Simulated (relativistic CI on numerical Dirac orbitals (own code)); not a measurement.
# La XXXI (La³⁰⁺): levels and lines

Aim: the low levels of La³⁰⁺, their labels and the strongest lines; further runs change one setting each.

Program: relativistic CI on numerical Dirac orbitals (own code) version 2. Level of theory: Dirac-Coulomb-Breit CI, KLI orbitals optimised for each configuration, model QED (radiative potential, 1s self-energy scaled to tabulated hydrogen-like ionisation energies). These are calculated values, not measurements, unless marked.

**1. The atom as given**

| Quantity | Value |
| --- | --- |
| ion | La³⁰⁺ (La XXXI) |
| nuclear charge | 57 |
| electrons | 27 |
| isotope | A = 139 |
| first configuration typed | [Ar] 3d9 |

The outer shells:

first configuration typed
```
[Ar] core
3d [↑↓][↑↓][↑↓][↑↓][↑ ]
```

**2. Base run**

Settings, as recorded:

```ini
atom La  Z=57  charge=30  electrons=27
nucleus A=139  rms_radius_fm=4.8550
hamiltonian dirac-coulomb  breit=on  qed=on  c_scale=1
orbitals kli  potential=per-configuration
slater_scale 1
correlation none
mixing on
configurations
  [Ar] 3d9
  [Ne] 3s2 3p5 3d10
  [Ne] 3s 3p6 3d10
  [Ar] 3d8 4s
  [Ar] 3d8 4p
  [Ar] 3d8 4d
  [Ne] 3s2 3p4 3d10 4s
  [Ar] 3d8 4f
  [Ne] 3s2 3p5 3d9 4s
  [Ne] 3s2 3p4 3d10 4p
  [Ne] 3s2 3p5 3d9 4p
  [Ar] 3d7 4s2
  [Ne] 3s2 3p4 3d10 4d
  [Ne] 3s 3p5 3d10 4s
  [Ar] 3d7 4s 4p
  [Ne] 3s 3p5 3d10 4p
  [Ne] 3s2 3p5 3d9 4d
  [Ar] 3d8 5s
  [Ne] 3s 3p6 3d9 4s
  [Ar] 3d7 4p2
  [Ar] 3d8 5p
  [Ar] 3d7 4s 4d
  [Ne] 3s 3p5 3d10 4d
  [Ne] 3p6 3d10 4s
  [Ar] 3d8 5d
  [Ne] 3s 3p6 3d9 4p
  [Ne] 3s2 3p5 3d9 4f
  [Ar] 3d7 4p 4d
  [Ne] 3s2 3p5 3d8 4s2
  [Ne] 3p6 3d10 4p
  [Ar] 3d8 5f
  [Ar] 3d8 5g
  [Ne] 3s2 3p5 3d8 4s 4p
  [Ar] 3d7 4d2
  [Ne] 3s 3p6 3d9 4d
  [Ne] 3p6 3d10 4d
end
```

**3. The first configuration alone**

Settings, as recorded:

```ini
atom La  Z=57  charge=30  electrons=27
nucleus A=139  rms_radius_fm=4.8550
hamiltonian dirac-coulomb  breit=on  qed=on  c_scale=1
orbitals kli  potential=per-configuration
slater_scale 1
correlation none
mixing on
configurations
  [Ar] 3d9
end
```

**4. The first 3 configurations alone**

Settings: those of step 3 with these lines changed.

```diff
@@ -9,2 +9,4 @@
   [Ar] 3d9
+  [Ne] 3s2 3p5 3d10
+  [Ne] 3s 3p6 3d10
 end
```

(Steps that only read results are left out.)

Q: Predict the outcome of this session. Wanted: lowest level; first excitation; lowest level of the other parity; fastest E1 line; ionisation energy.

The runs gave:

| run | time | mean size of shift, levels followed (cm⁻¹) | lowest level | ionisation energy (eV) |
| --- | --- | --- | --- | --- |
| main run | 3.1 s | 0 | 3d9 2D5/2 | 1883.5 |
| the first configuration alone | 0.028 s | 48.2 | 3d9 2D5/2 | - |
| the first 3 configurations alone | 0.089 s | 3257 | 3d9 2D5/2 | - |

The tabulated theoretical ionisation energy (NIST) is 1884 eV.

| quantity | value |
| --- | --- |
| lowest level | 3d9 2D5/2 |
| first excitation | 3d9 2D3/2, 144905 cm⁻¹ |
| lowest level of the other parity | 3p5 3d10 2P°3/2, 282.71 eV |
| levels in the model | 3960 |
| fastest E1 line (by rate) to the lowest level among the lowest 400 of 3960 levels | 1.159 nm, from 3d8 4f 2F°7/2 (vi) |
| ionisation energy | 1883.5 eV |
| ionisation energy, tabulated theoretical (NIST) | 1884 eV |

**Reading.** 3d9 2D5/2 comes out lowest; its LS label holds 100 % and its jj label 100 %; over the low levels the means are 73 and 97 %, so jj coupling describes them better. The ionisation energy agrees with the tabulated theoretical value within its uncertainty of 4 eV. The largest mover is «the first 3 configurations alone» (3257 cm⁻¹ on average). Lifetimes count radiative decay inside the model alone.
